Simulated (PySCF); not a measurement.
# C3H5BrFGa: the cost of one run

Computed with PySCF 2.14.0, with density-fitted response routines of our own, on a single molecule in the gas phase. Atoms count from 0, in the outputs and in this text.

### 1 The starting structure

11 atoms, charge 0, multiplicity 1; geometry from: GFN2-xTB. The atoms were then displaced at random by about 0.01 Å, so the start is not that level's minimum.

Bonds of the start (Å): C0–C1 1.34, C1–Br2 1.93, C1–Ga3 1.99, Ga3–C4 2.07, Ga3–F5 1.76, C0–H6 1.07, C0–H7 1.09, C4–H8 1.11, C4–H9 1.09, C4–H10 1.07.

### 2 Optimising the geometry at PBE0-D3(BJ)/def2-SVP

What the job is given:

```
{"job": {"xc": "PBE0", "basis": "def2-SVP", "d3": "d3bj", "grid": 1, "shake": 0.01, "kind": "geom"}, "charge": 0, "multiplicity": 1}
C      2.539950     0.462360     0.411210
C      1.301430     0.308140    -0.083080
Br     0.901620     0.539790    -1.954710
Ga    -0.429250    -0.196670     0.747740
C     -2.267330    -0.427020    -0.176770
F     -0.292730    -0.449600     2.483910
H      2.690310     0.344590     1.467730
H      3.390520     0.773120    -0.197730
H     -2.950730    -0.864920     0.573850
H     -2.657200     0.547520    -0.466860
H     -2.188490    -1.063140    -1.036020
```

The run is started by

```console
$ OMP_NUM_THREADS=1 python probes_run.py task.json out
```

One launch serves the whole session: the jobs run in the order shown.

Q: Estimate the wall time and peak memory of this first job on 1 thread of Arm Neoverse V2, shared host.

About 91 s, with a peak of 0.63 GiB.
